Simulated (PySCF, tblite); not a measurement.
# C₃H₆FSi radical: geometry, infrared bands and EPR parameters

Aim: predict the infrared bands and EPR parameters of C₃H₆FSi radical (`C=CC[SiH]F`).

The runs use tblite 0.8.0 and PySCF 2.14.0, with density-fitted response routines of our own; the level of theory stands in each step. All values are computed, except where a source is named. Atoms are numbered from 0 throughout.

## (1) Starting geometry

11 atoms, charge 0, multiplicity 2; geometry from: force field or distance geometry start.

Bonds of the start (Å): C0–C1 1.32, C1–C2 1.49, C2–Si3 1.87, Si3–F4 1.70, C0–H5 1.11, C0–H6 1.08, C1–H7 1.10, C2–H8 1.13, C2–H9 1.10, Si3–H10 1.47.

## (2) Geometry optimisation with GFN2-xTB

What the job is given:

```
{"job": {"kind": "relax", "xc": "GFN2-xTB", "basis": "xTB"}, "charge": 0, "multiplicity": 2}
C     -1.294100     1.206800     0.392300
C     -0.421500     0.252500     0.633800
C     -0.126400    -0.871100    -0.303300
Si     1.662600    -0.861400    -0.838500
F      2.694900    -1.152200     0.483200
H     -1.869200     1.196100    -0.558700
H     -1.471700     1.999400     1.106800
H      0.131800     0.283300     1.587400
H     -0.716500    -0.707700    -1.255200
H     -0.477600    -1.823800     0.127200
H      1.893200     0.480700    -1.401100
```

Launch:

```sh
OMP_NUM_THREADS=1 python probes_run.py task.json out
```

This one command runs all jobs of the session in turn.

Output:

```text
step      E/eV     max force
  0    -432.52612    1.473
  1    -432.62158    0.870
  2    -432.64800    0.572
  3    -432.66104    0.462
  4    -432.67782    0.367
  5    -432.69238    0.497
  6    -432.70951    0.515
  7    -432.72551    0.319
  8    -432.73591    0.305
  9    -432.74241    0.211
 10    -432.74659    0.193
 11    -432.75109    0.213
 12    -432.75601    0.208
 13    -432.75929    0.167
 14    -432.76080    0.102
 15    -432.76173    0.095
 16    -432.76317    0.122
 17    -432.76508    0.137
 18    -432.76664    0.105
 19    -432.76741    0.058
 20    -432.76780    0.050
 21    -432.76814    0.046
 22    -432.76851    0.049
 23    -432.76878    0.039
 24    -432.76896    0.034
 25    -432.76916    0.037
 26    -432.76940    0.040
 27    -432.76964    0.052
 28    -432.76986    0.051
 29    -432.77010    0.049
 30    -432.77048    0.068
 31    -432.77110    0.083
 32    -432.77188    0.077
 33    -432.77250    0.064
 34    -432.77286    0.059
 35    -432.77318    0.050
 36    -432.77373    0.061
 37    -432.77456    0.071
 38    -432.77541    0.065
 39    -432.77599    0.070
 40    -432.77638    0.064
 41    -432.77677    0.057
 42    -432.77721    0.054
 43    -432.77753    0.044
 44    -432.77771    0.039
 45    -432.77784    0.025
 46    -432.77796    0.027
 47    -432.77806    0.027
 48    -432.77813    0.022
 49    -432.77818    0.020
 50    -432.77824    0.021
 51    -432.77831    0.027
 52    -432.77839    0.030
 53    -432.77846    0.031
 54    -432.77852    0.029
 55    -432.77859    0.022
 56    -432.77865    0.022
 57    -432.77869    0.014
 58    -432.77871    0.016
 59    -432.77873    0.013
 60    -432.77876    0.015
 61    -432.77880    0.021
 62    -432.77885    0.022
 63    -432.77890    0.020
 64    -432.77894    0.016
 65    -432.77897    0.014
 66    -432.77899    0.011
 67    -432.77902    0.012
 68    -432.77905    0.013
 69    -432.77906    0.009
```

Run time: 0.29 s. Hardware: 1 thread of Arm Neoverse V1, shared host.

Along the way: (not every step is listed)

| step | energy from step 0 (eV) | largest force (eV/Å) |
| --- | --- | --- |
| 0 | 0.0000 | 1.4726 |
| 1 | -0.0955 | 0.8703 |
| 2 | -0.1219 | 0.5721 |
| 3 | -0.1349 | 0.4625 |
| 4 | -0.1517 | 0.3674 |
| 5 | -0.1663 | 0.4972 |
| 6 | -0.1834 | 0.5146 |
| 7 | -0.1994 | 0.3187 |
| 8 | -0.2098 | 0.3049 |
| 13 | -0.2332 | 0.1670 |
| 18 | -0.2405 | 0.1051 |
| 23 | -0.2427 | 0.0386 |
| 28 | -0.2437 | 0.0508 |
| 33 | -0.2464 | 0.0641 |
| 38 | -0.2493 | 0.0652 |
| 43 | -0.2514 | 0.0443 |
| 48 | -0.2520 | 0.0221 |
| 53 | -0.2523 | 0.0312 |
| 58 | -0.2526 | 0.0157 |
| 63 | -0.2528 | 0.0199 |
| 64 | -0.2528 | 0.0163 |
| 65 | -0.2529 | 0.0136 |
| 66 | -0.2529 | 0.0113 |
| 67 | -0.2529 | 0.0124 |
| 68 | -0.2529 | 0.0126 |
| 69 | -0.2529 | 0.0088 |

Distances of close pairs at the start and the end, largest changes first:

| bond | before (Å) | after (Å) | change (Å) |
| --- | --- | --- | --- |
| Si3–F4 | 1.702 | 1.630 | -0.072 |
| C2–Si3 | 1.867 | 1.911 | +0.044 |
| C2–H8 | 1.132 | 1.089 | -0.043 |
| C0–H5 | 1.111 | 1.078 | -0.033 |
| C1–H7 | 1.103 | 1.082 | -0.021 |
| Si3–H10 | 1.473 | 1.453 | -0.021 |
| C2–H9 | 1.103 | 1.090 | -0.013 |
| C0–C1 | 1.315 | 1.323 | +0.008 |

The end geometry stands in the next job.

## (3) Infrared spectrum with GFN2-xTB

What the job is given:

```
{"job": {"kind": "ir", "xc": "GFN2-xTB", "basis": "xTB"}, "charge": 0, "multiplicity": 2}
C     -1.185443     1.245520     0.340088
C     -0.489851     0.163986     0.652112
C     -0.205061    -0.950101    -0.289292
Si     1.587581    -0.728144    -0.914402
F      2.548874    -0.974253     0.378779
H     -1.630957     1.368574    -0.634188
H     -1.347942     2.042245     1.045050
H     -0.044972     0.068549     1.633703
H     -0.904039    -0.931228    -1.123996
H     -0.296956    -1.911595     0.216626
H      1.974189     0.609117    -1.330443
```

Output:

```text
mode    cm-1     km/mol
  1      45.8      1.93
  2      92.1      1.30
  3     157.8      4.72
  4     257.6      6.49
  5     407.8      2.42
  6     512.8     25.27
  7     590.5     27.56
  8     627.2     91.24
  9     729.3     58.42
 10     777.4     87.86
 11     806.0    150.18
 12     872.5     16.07
 13     950.4     15.56
 14    1013.6      7.77
 15    1050.9     15.15
 16    1169.1     30.43
 17    1207.5      0.57
 18    1295.0      3.38
 19    1409.9      5.61
 20    1456.7      1.35
 21    1688.8     32.84
 22    2335.1    284.92
 23    2982.8     20.37
 24    3005.8     21.16
 25    3061.5     31.91
 26    3094.3     31.08
 27    3126.8     49.24
```

Run time: 0.22 s. Hardware: 1 thread of Arm Neoverse V1, shared host.

Which atoms move in the most intense modes:

| cm⁻¹ | km/mol | atoms |
| --- | --- | --- |
| 627 | 91.2 | H10 64 % |
| 729 | 58.4 | F4 31 %, C2 25 %, Si3 16 % |
| 777 | 87.9 | C2 26 %, Si3 22 %, H9 18 %, F4 18 % |
| 806 | 150.2 | H8 21 %, C2 21 %, Si3 19 %, H9 16 % |
| 1689 | 32.8 | C1 50 %, C0 41 % |
| 2335 | 284.9 | H10 97 % |
| 3062 | 31.9 | H7 90 % |
| 3127 | 49.2 | H6 75 %, H5 15 % |

## (4) EPR parameters: B3LYP/pcH-1

Same as in step 3 but for these lines:

```diff
@@ -1,2 +1,2 @@
-{"job": {"kind": "ir", "xc": "GFN2-xTB", "basis": "xTB"}, "charge": 0, "multiplicity": 2}
+{"job": {"kind": "epr", "basis": "pcH-1"}, "charge": 0, "multiplicity": 2}
 C     -1.185443     1.245520     0.340088
```

Level: UKS B3LYP, pcH-1 on C F H Si, non-relativistic, mean-field spin-orbit, GIAO.

Output:

```text
UKS, coarse grid
  cycle   1  E = -507.18417774  |g| = 4.98e-01
  cycle   2  E = -507.04292851  |g| = 8.24e-01
  cycle   3  E = -507.27768053  |g| = 7.27e-02
  cycle   4  E = -507.27923784  |g| = 3.82e-02
  cycle   5  E = -507.27992825  |g| = 3.87e-03
  cycle   6  E = -507.27993926  |g| = 2.24e-03
  cycle   7  E = -507.27994152  |g| = 1.29e-03
  cycle   8  E = -507.27994320  |g| = 2.42e-04
UKS, final grid
  cycle   1  E = -507.27993389  |g| = 3.06e-04
  cycle   2  E = -507.27993385  |g| = 4.79e-04
  cycle   3  E = -507.27993396  |g| = 6.60e-05
  cycle   4  E = -507.27993396  |g| = 4.26e-05
  cycle   5  E = -507.27993397  |g| = 2.37e-05
E = -507.27993397 Eh   <S^2> = 0.7527 (exact 0.7500)
g shifts (ppm)      1          2          3
  rmc          -165       -165       -165
  gc             79         20        108
  oz_so        -916        -11        986
  total       -1002       -156        929
hyperfine (MHz)  atom isotope    a_iso     a_fc   dipolar eigenvalues
    0   13C       7.87       7.88     -7.88     -7.26     15.14
    1   13C      15.95      15.95     -8.16      0.87      7.29
    2   13C      51.18      51.17     -7.63     -7.41     15.04
    3  29Si    -544.81    -545.81   -157.04     77.77     79.26
    4   19F     119.67     117.97   -129.48   -125.71    255.19
    5    1H      -5.16      -5.16     -2.75     -0.23      2.98
    6    1H      -3.47      -3.47     -4.06     -0.63      4.69
    7    1H       1.57       1.57     -2.18     -0.81      2.99
    8    1H      -6.02      -6.02     -5.10     -2.38      7.48
    9    1H      -7.23      -7.23     -5.36     -2.53      7.89
   10    1H     131.98     131.97     -7.82      0.07      7.75
```

Run time: 31 s. Hardware: 1 thread of Arm Neoverse V1, shared host; peak memory 0.66 GiB.

Principal g values 2.00132, 2.00216, 2.00325; g(iso) = 2.00224, against 2.00232 for a free electron.

Hyperfine couplings; where a row names several nuclei, a(iso) is their mean (it holds for fast rotation or exchange) and the dipolar term the largest among them:

| nuclei | isotope | a(iso) (MHz) | a(iso) (G, at g = 2.0023) | largest dipolar term (MHz) |
| --- | --- | --- | --- | --- |
| Si3 | 29Si | -544.8 | -194.4 | -157.0 |
| H10 | 1H | 132.0 | 47.1 | -7.8 |
| F4 | 19F | 119.7 | 42.7 | 255.2 |
| C2 | 13C | 51.2 | 18.3 | 15.0 |
| C1 | 13C | 15.9 | 5.7 | -8.2 |
| C0 | 13C | 7.9 | 2.8 | 15.1 |
| H8, H9 | 1H | -6.6 | -2.4 | 7.9 |
| H5 | 1H | -5.2 | -1.8 | 3.0 |
| H6 | 1H | -3.5 | -1.2 | 4.7 |
| H7 | 1H | 1.6 | 0.6 | 3.0 |

Mulliken spin populations:

| atom | value (e) |
| --- | --- |
| C0 | 0.10 |
| C1 | -0.04 |
| C2 | 0.05 |
| Si3 | 0.81 |
| F4 | 0.04 |
| H5 | 0.00 |
| H6 | 0.00 |
| H7 | 0.00 |
| H8 | 0.00 |
| H9 | -0.01 |
| H10 | 0.05 |

In first order the couplings over 0.8 MHz of 1H, 19F give 96 distinct lines over 98.2 G, if the averaged nuclei exchange fast; the same motion can average rows kept apart here too.

Orbitals, density, ELF and potential are computed afterwards from the orbital file.

ELF in a plane through or near 3 of the atoms.

Ten even steps from ' ' (0.00) to '@' (1.00):
```
                                                        
                                                        
                                                        
                                                        
                                                        
            ....              ..::..::==####++          
        ..--++==::..        ..====--**%%@@@@@@==        
        ::**####**==..    ..==++++++##@@@@@@@@##::      
        ::**%%####**::    --++**##**##@@@@@@@@**..      
        ..++####**==::....====..==%%++##%%%%##::        
          ::--==::..::====##==%%==%%##**++==::          
              ..  ..--====##%%==++%%%%##++--..          
                  ..**%%##**++++++**##**++--..          
                  ==@@@@@@##--..::--====--..            
                ..##@@@@@@%%==                          
                  ++@@@@@@**::                          
                    --++==..                            
                                                        
                                                        
                                                        
```
The map spans 10.2 Å across and 8.7 Å up, centred on the molecule. Atoms in the plane (x, y in Å): C1 (0.6, -0.2), H6 (2.5, 0.9), H9 (-0.8, -1.7).

On the surface of density 0.002 e/bohr³ the electrostatic potential runs, from the 1st to the 99th percentile, from -1.18 V near F4 to 1.26 V near H10.

The spin density lies nearest to Si3 63 %; H10 11 %; F4 8 %.

## (5) What came out

```
                                                                  quantity                    value
                                 strongest single infrared mode (GFN2-xTB)    2335 cm⁻¹, 285 km/mol
                                              zero-point energy (GFN2-xTB)            49.6 kcal/mol
                                                            g(iso) (B3LYP)                  2.00224
                                                                      ⟨S²⟩       0.753 (exact 0.75)
                                        largest a(iso) (averaged by class)  29Si on Si3, -544.8 MHz
potential on the surface of density 0.002 e/bohr³, 1st and 99th percentile       -1.18 V and 1.26 V
```

Over 69 steps the energy fell by 0.253 eV; of the close pairs, Si3–F4 changed most, 1.702 to 1.630 Å. All 27 modes are real, so the xTB geometry is a minimum. The strongest single mode, at 2335 cm⁻¹, moves mainly H10. GFN2-xTB is a fitted tight-binding method: band positions and strengths are rough. Its intensities can rank the bands wrongly. Si3 carries the largest spin population, 0.81 e. The isotropic g lies 0.1 ppt below the free-electron value. These values are for one conformer; the search (at its own cheap level) found 2 more, at 0.86, 1.42 kcal/mol, and measured spectra average over such forms.
